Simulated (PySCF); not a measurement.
# C₅H₁₁N₃Si: magnetic properties

Wanted: magnetic properties for C₅H₁₁N₃Si (`C[Si](C)(C)c1cnn[nH]1`).

Computed with PySCF 2.14.0 and routines of our own; the level stands in each step. Atoms count from 0.

## (1) The system as given

20 atoms, charge 0, multiplicity 1; geometry from: GFN2-xTB.

## (2) Magnetic properties: GIAO KT3/pcSseg-1

Job settings and geometry (Å):

```
{"job": {"kind": "mag", "xc": "KT3", "basis": "pcSseg-1", "isotopologues": 0}, "charge": 0, "multiplicity": 1}
C     -1.429802     1.136317    -1.208223
Si    -0.598953    -0.106221    -0.032778
C     -1.312760     0.033846     1.730106
C     -0.785305    -1.883648    -0.701107
C      1.239408     0.293979     0.047403
C      1.961367     1.454892    -0.173970
N      3.265079     1.207470     0.032112
N      3.411814    -0.017240     0.365033
N      2.214042    -0.588925     0.383183
H     -0.966560     1.124438    -2.190152
H     -1.360687     2.149435    -0.824851
H     -2.482928     0.906196    -1.338366
H     -2.385259    -0.135116     1.733364
H     -0.865128    -0.689861     2.405590
H     -1.135493     1.021141     2.146876
H     -0.271372    -2.007561    -1.650365
H     -1.831298    -2.124288    -0.865134
H     -0.389165    -2.624186    -0.011690
H      1.612335     2.423048    -0.465803
H      2.105516    -1.563036     0.615736
```

Level: GIAO KT3/pcSseg-1 magnetisability, rotational g tensor and spin-rotation constants, non-relativistic, gas phase.

On the command line:

```bash
$ OMP_NUM_THREADS=1 python excited_run.py task.json out
```

This one command runs all jobs of the session in turn.

The program printed:

```text
coarse grid: 17064 points
cycle   1  E = -658.6638194767  dE =  1.058e+00  |g| = 7.476e-01  |ddm| = 4.177e+00
cycle   2  E = -658.4266126807  dE =  2.372e-01  |g| = 1.207e+00  |ddm| = 1.899e+00
cycle   3  E = -658.7826933825  dE = -3.561e-01  |g| = 3.822e-01  |ddm| = 1.362e+00
cycle   4  E = -658.8154400147  dE = -3.275e-02  |g| = 6.830e-02  |ddm| = 3.569e-01
cycle   5  E = -658.8164830495  dE = -1.043e-03  |g| = 1.721e-02  |ddm| = 8.512e-02
cycle   6  E = -658.8165477394  dE = -6.469e-05  |g| = 9.500e-03  |ddm| = 3.012e-02
cycle   7  E = -658.8165647562  dE = -1.702e-05  |g| = 4.705e-03  |ddm| = 1.211e-02
cycle   8  E = -658.8165703850  dE = -5.629e-06  |g| = 4.791e-04  |ddm| = 4.722e-03
final grid: 160040 points
cycle   9  E = -658.8035741848  dE = -3.189e-04  |g| = 1.214e-02  |ddm| = 7.442e-02
cycle  10  E = -658.8035676273  dE =  6.558e-06  |g| = 1.048e-02  |ddm| = 1.777e-02
cycle  11  E = -658.8035838741  dE = -1.625e-05  |g| = 5.079e-03  |ddm| = 1.425e-02
cycle  12  E = -658.8035897769  dE = -5.903e-06  |g| = 1.699e-03  |ddm| = 5.775e-03
cycle  13  E = -658.8035904923  dE = -7.153e-07  |g| = 1.213e-04  |ddm| = 1.588e-03
cycle  14  E = -658.8035904937  dE = -1.419e-09  |g| = 8.642e-05  |ddm| = 1.890e-04
cycle  15  E = -658.8035904954  dE = -1.703e-09  |g| = 2.534e-05  |ddm| = 9.039e-05
cycle  16  E = -658.8035904955  dE = -1.387e-10  |g| = 1.177e-05  |ddm| = 3.172e-05
converged SCF energy = -658.8035904955

Magnetisability tensor (1e-30 J/T^2)
    -1415.43       25.23       81.71
       25.23    -1319.72     -213.60
       81.71     -213.60    -2097.18
isotropic -1610.78   principal values   -2161.77  -1405.77  -1264.78
isotropic susceptibility -97.003 1e-6 cm^3/mol

Inertial axes            a          b          c
rot. const./GHz      2.3394     0.8911     0.8207
chi total           -84.367    -76.464   -130.178
chi diamagnetic    -682.708  -1468.017  -1583.764
chi paramagnetic    598.341   1391.553   1453.586
quadrupole/D A      -16.335     12.631      3.704
g nuclear            0.6348     0.5635     0.5655
g electronic        -0.6576    -0.5826    -0.5604
g total             -0.0228    -0.0191     0.0051

Spin-rotation constants (kHz, H = +C I.J)
atom  isotope        aa         bb         cc
  6    14N        0.507      0.244      0.042
  7    14N        0.557      0.225      0.067
  8    14N        0.267      0.177      0.070
  9     1H       -0.239     -0.096     -0.004
 10     1H       -0.257     -0.023     -0.063
 11     1H        0.032     -0.101     -0.097
 12     1H        0.034     -0.110     -0.088
 13     1H       -0.249     -0.022     -0.070
 14     1H       -0.245     -0.046     -0.049
 15     1H       -0.232     -0.102     -0.002
 16     1H        0.030     -0.102     -0.094
 17     1H       -0.254     -0.010     -0.080
 18     1H       -0.232      0.104     -0.085
 19     1H       -0.218      0.115     -0.084
  0    13C*       0.267      0.105      0.095
  1   29Si*      -1.486     -0.518     -0.492
  4    13C*       0.972      0.346      0.104
  5    13C*       0.759      0.384      0.156
* in the singly substituted isotopologue
```

Run time: 87 s. Hardware: 1 thread of Arm Neoverse V1, shared host; peak memory 0.78 GiB.

From this job:

| quantity | value |
| --- | --- |
| magnetisability | -1611·10⁻³⁰ J/T² |
| molar susceptibility | -97.0·10⁻⁶ cm³/mol |
| rotational g (a, b, c) | -0.0228, -0.0191, 0.0051 |

Orbitals, density, ELF and potential are computed afterwards from the orbital file.

Frontier orbitals at KT3/pcSseg-1, with the share of their density that lies nearest to each atom:

| orbital | energy (eV) | lies on |
| --- | --- | --- |
| HOMO | -6.19 | N6 51 %; N7 25 %; C5 8 % |
| LUMO | -1.10 | N7 26 %; C4 24 %; N8 19 % |

ELF in a plane through or near 9 of the atoms.

Ten even steps from ' ' (0.00) to '@' (1.00):
```
                                                        
                                                        
                                                        
                ..::        ++@@@@**                    
              **@@@@@@..  ..@@@@@@@@::                  
              ##@@@@@@++  ..@@@@@@@@--..::              
      ::==--  ++@@@@@@--    ==%%%%**==##%%::            
    --##@@@@**++::::++::  ..==####++==****..            
    ==%%@@@@==%%--::%%++==----++%%##::....              
    ..==####..**--##::--%%**--##..::..                  
        ..++##++::**==..@@**::##..::..                  
      ==%%@@==##++::##==------==##++..                  
    ..**@@@@%%++==::**::    --++++--....                
      ==##%%++  ##@@@@**    ::++**--......              
        ....    **@@@@##    ##@@@@##..                  
                --%%%%::    %%@@@@##..                  
                            ..++++::                    
                                                        
                                                        
                                                        
```
The map spans 12.1 Å across and 10.2 Å up, centred on the molecule. Atoms in the plane (x, y in Å): Si1 (0.6, 0.0), C4 (-1.3, 0.0), C5 (-2.2, 1.1), N6 (-3.4, 0.5), N7 (-3.4, -0.7), N8 (-2.1, -1.1), H10 (0.9, 2.5), H18 (-2.0, 2.1), H19 (-1.8, -2.0).

log10 of the density (e/Å³) in the same plane.

Ten even steps from '0' (-4.0) to '9' (1.5):
```
0000000000000000000000000000
0000000000000000100000000000
0000000011000112221100000000
0000001223222234443210000000
0000012455433356654331000000
0001233566543457765432100000
0023445677654456766543100000
0134567788755556666543100000
0235678788766666665442100000
0235678777887689765432100000
0134678777777689765432100000
0134679889766566665432100000
0134677788765556655432100000
0023455567754455655432100000
0002333456553455554321000000
0000112344432345543220000000
0000000112211233332100000000
0000000000000011111000000000
0000000000000000000000000000
0000000000000000000000000000
```
The map spans 12.1 Å across and 10.2 Å up, centred on the molecule. Atoms in the plane (x, y in Å): Si1 (0.6, 0.0), C4 (-1.3, 0.0), C5 (-2.2, 1.1), N6 (-3.4, 0.5), N7 (-3.4, -0.7), N8 (-2.1, -1.1), H10 (0.9, 2.5), H18 (-2.0, 2.1), H19 (-1.8, -2.0).

On the surface of density 0.002 e/bohr³ the electrostatic potential runs, from the 1st to the 99th percentile, from -1.94 V near N6 to 2.23 V near H19.

## (3) Magnetic properties: GIAO PW91/3-21G

The job, as its differences from that of step 2:

```diff
@@ -1,2 +1,2 @@
-{"job": {"kind": "mag", "xc": "KT3", "basis": "pcSseg-1", "isotopologues": 0}, "charge": 0, "multiplicity": 1}
+{"job": {"kind": "mag", "xc": "PW91", "basis": "3-21G"}, "charge": 0, "multiplicity": 1}
 C     -1.429802     1.136317    -1.208223
```

Level: GIAO PW91/3-21G magnetisability, rotational g tensor and spin-rotation constants, non-relativistic, gas phase.

The program printed:

```text
coarse grid: 17064 points
cycle   1  E = -647.0261032002  dE =  7.851e-01  |g| = 7.281e-01  |ddm| = 4.558e+00
cycle   2  E = -646.7663482303  dE =  2.598e-01  |g| = 1.245e+00  |ddm| = 2.336e+00
cycle   3  E = -647.1338574204  dE = -3.675e-01  |g| = 3.834e-01  |ddm| = 1.675e+00
cycle   4  E = -647.1668047270  dE = -3.295e-02  |g| = 5.971e-02  |ddm| = 4.379e-01
cycle   5  E = -647.1676023066  dE = -7.976e-04  |g| = 2.103e-02  |ddm| = 1.023e-01
cycle   6  E = -647.1677110350  dE = -1.087e-04  |g| = 6.006e-03  |ddm| = 3.313e-02
cycle   7  E = -647.1677169340  dE = -5.899e-06  |g| = 3.606e-03  |ddm| = 1.069e-02
cycle   8  E = -647.1677201336  dE = -3.200e-06  |g| = 1.240e-03  |ddm| = 5.635e-03
final grid: 160040 points
cycle   9  E = -647.2031874963  dE = -3.410e-05  |g| = 8.807e-03  |ddm| = 2.556e-02
cycle  10  E = -647.2031693905  dE =  1.811e-05  |g| = 1.250e-02  |ddm| = 2.074e-02
cycle  11  E = -647.2032038874  dE = -3.450e-05  |g| = 3.032e-03  |ddm| = 1.306e-02
cycle  12  E = -647.2032059381  dE = -2.051e-06  |g| = 6.516e-04  |ddm| = 3.653e-03
cycle  13  E = -647.2032060460  dE = -1.079e-07  |g| = 1.486e-04  |ddm| = 9.498e-04
cycle  14  E = -647.2032060507  dE = -4.688e-09  |g| = 4.946e-05  |ddm| = 1.939e-04
cycle  15  E = -647.2032060513  dE = -5.730e-10  |g| = 1.101e-05  |ddm| = 6.507e-05
converged SCF energy = -647.2032060513

Magnetisability tensor (1e-30 J/T^2)
    -1516.92       22.82       83.01
       22.82    -1419.24     -218.63
       83.01     -218.63    -2214.85
isotropic -1717.01   principal values   -2280.68  -1507.23  -1363.11
isotropic susceptibility -103.400 1e-6 cm^3/mol

Inertial axes            a          b          c
rot. const./GHz      2.3394     0.8911     0.8207
chi total           -90.527    -82.334   -137.340
chi diamagnetic    -681.627  -1467.878  -1583.422
chi paramagnetic    591.100   1385.543   1446.082
quadrupole/D A      -17.286     13.278      4.007
g nuclear            0.6348     0.5635     0.5655
g electronic        -0.6496    -0.5801    -0.5575
g total             -0.0148    -0.0166     0.0080

Spin-rotation constants (kHz, H = +C I.J)
atom  isotope        aa         bb         cc
  6    14N        0.437      0.221      0.033
  7    14N        0.488      0.203      0.055
  8    14N        0.223      0.154      0.055
  9     1H       -0.258     -0.103     -0.013
 10     1H       -0.278     -0.032     -0.069
 11     1H        0.007     -0.109     -0.104
 12     1H        0.009     -0.116     -0.097
 13     1H       -0.271     -0.028     -0.081
 14     1H       -0.266     -0.052     -0.059
 15     1H       -0.252     -0.109     -0.012
 16     1H        0.006     -0.110     -0.101
 17     1H       -0.275     -0.019     -0.087
 18     1H       -0.246      0.094     -0.094
 19     1H       -0.238      0.103     -0.100
  0    13C*       0.184      0.076      0.067
  1   29Si*      -1.137     -0.373     -0.377
  4    13C*       0.827      0.292      0.078
  5    13C*       0.643      0.326      0.124
* in the singly substituted isotopologue
```

Run time: 25 s. Hardware: 1 thread of Arm Neoverse V1, shared host; peak memory 0.56 GiB.

From this job:

| quantity | value |
| --- | --- |
| magnetisability | -1717·10⁻³⁰ J/T² |
| molar susceptibility | -103.4·10⁻⁶ cm³/mol |
| rotational g (a, b, c) | -0.0148, -0.0166, 0.0080 |

## (4) The levels compared

| level | ξ (10⁻³⁰ J/T²) | g(a) | g(b) | gap (eV) | functions | time |
| --- | --- | --- | --- | --- | --- | --- |
| GIAO KT3/pcSseg-1 | -1611 | -0.0228 | -0.0191 | 5.09 | 215 | 87 s |
| GIAO PW91/3-21G | -1717 | -0.0148 | -0.0166 | 4.53 | 107 | 25 s |

## (5) Results

| quantity | value |
| --- | --- |
| magnetisability (step 2, GIAO KT3/pcSseg-1) | -1611·10⁻³⁰ J/T² |
| molar susceptibility (step 2, GIAO KT3/pcSseg-1) | -97.0·10⁻⁶ cm³/mol |
| rotational g (a, b, c) (step 2, GIAO KT3/pcSseg-1) | -0.0228, -0.0191, 0.0051 |
| surface potential, 1st and 99th percentile | -1.94 V and 2.23 V |
| magnetisability over the levels | -1717 to -1611·10⁻³⁰ J/T² |

**Reading.** By nearest atom (KT3/pcSseg-1), the HOMO sits on N6 51 %; N7 25 % and the LUMO on N7 26 %; C4 24 %. The magnetisability spreads by 6.4 % over 2 levels, from GIAO PW91/3-21G (25 s) to GIAO KT3/pcSseg-1 (87 s); the runs took 25 s to 87 s. Two levels can agree by chance, so this spread shows no convergence. Vibrational averaging and real surroundings are missing from these values.
